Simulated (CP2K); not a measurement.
The system is BiTe.

```
Bi Te
1.0
     4.33941    0.00000    0.00000
     1.63419    4.01993    0.00000
     1.63419    1.09973    3.86658
Bi Te
1 1
Direct
  0.50000 0.50000 0.50000
  0.00000 0.00000 0.00000
```

The cell comes from a database or a generator and needn't be the stable form of this composition.

Base run:

| Quantity | Value |
| --- | --- |
| Program | CP2K 2026.2 |
| Functional | PBEsol |
| Potentials or basis | POTENTIAL_UZH Bi GTH-PBE-q5, Te GTH-PBE-q6; TZVP-MOLOPT-PBE-GTH basis |
| Density cutoff | 6123 eV |
| k mesh | 7 × 7 × 7 |
| Occupations | fermi-dirac, width 0.05 eV |
| Spin | no spin polarisation |

Its results: band gap on the k mesh none (metal or under the smearing width); pressure -0.5 GPa.

Question: The run is repeated on the same cell with these changes: functional from PBEsol to PBE; ngrids from 5 to 4. What comes out?

Answer: Band gap on the k mesh none (metal or under the smearing width); pressure 0.7 GPa.

Caveats: spin-orbit coupling is left out, which moves the levels of the heavy elements; the basis of atomic orbitals isn't converged, which shifts pressures, moduli and gaps; the potentials were made for another functional, which shifts forces and pressure (some runs).
